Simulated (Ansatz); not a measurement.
# CH6AlNSi: the cost of one run

Computed with Ansatz 0.2.0, Gaussian basis. Level: the settings change from run to run.

## Step 1: The geometry

The structure was relaxed beforehand with PBE0-D4 in a triple-zeta def2 set.

SMILES `[AlH2][N]1C[SiH2]1`, 10 atoms, charge 0, spin multiplicity 1.

Atoms are counted from 1 here; the program's logs count them from 0.

Bond lengths: Al1–N2 1.764 Å, Al1–H5 1.584 Å, Al1–H6 1.585 Å, N2–C3 1.493 Å, N2–Si4 1.711 Å, C3–Si4 1.826 Å, C3–H7 1.089 Å, C3–H8 1.089 Å, Si4–H9 1.480 Å, Si4–H10 1.480 Å. Angles: N2–Al1–H5 117.0°, N2–Al1–H6 119.1°, H5–Al1–H6 123.9°, Al1–N2–C3 137.4°, Al1–N2–Si4 153.5°, C3–N2–Si4 69.1°, N2–C3–Si4 61.1°, N2–C3–H7 115.6°, N2–C3–H8 115.6°, Si4–C3–H7 120.8°, Si4–C3–H8 120.8°, H7–C3–H8 112.8°, N2–Si4–C3 49.8°, N2–Si4–H9 118.8°, N2–Si4–H10 118.8°, C3–Si4–H9 121.4°, C3–Si4–H10 121.4°, H9–Si4–H10 112.7°.

## Step 2: BCCD(T)/def2-SVP

Set apart from the defaults: finite nuclei, relativity set to scalar, 1 DIIS vectors.

in.yaml reads:

```yaml
crystal:
  periodic: [false, false, false]
  atoms:
    - {symbol: Al, position_ang: [-0.211763, 1.961451, 0.163836]}
    - {symbol: N, position_ang: [-0.004050, 0.219859, -0.027365]}
    - {symbol: C, position_ang: [-0.123911, -1.001756, 0.822939]}
    - {symbol: Si, position_ang: [0.364006, -1.188254, -0.927243]}
    - {symbol: H, position_ang: [0.051352, 2.862236, -1.111772]}
    - {symbol: H, position_ang: [-0.644219, 2.535351, 1.576132]}
    - {symbol: H, position_ang: [0.612861, -1.094755, 1.619329]}
    - {symbol: H, position_ang: [-1.132434, -1.250664, 1.149492]}
    - {symbol: H, position_ang: [-0.599562, -1.653236, -1.950365]}
    - {symbol: H, position_ang: [1.770820, -1.441533, -1.312183]}
basis:
  gaussian: {orbitals: def2-SVP, nuclear_model: gaussian}
hamiltonian: {xc: {name: HF}, pseudopotentials: {relativity: scalar}}
correlation: {method: bccd_t, diis_vectors: 1}
```

Started as:

```bash
ansatz run in.yaml --threads 2 --pin off --events-out ev --progress --plain --max-ram 4352MiB
```

**Question.** How long does this run take on 2 threads of Intel Xeon 6975P-C, shared host, and how much memory does it need?

About 5.5 s, with a peak of 0.39 GiB.
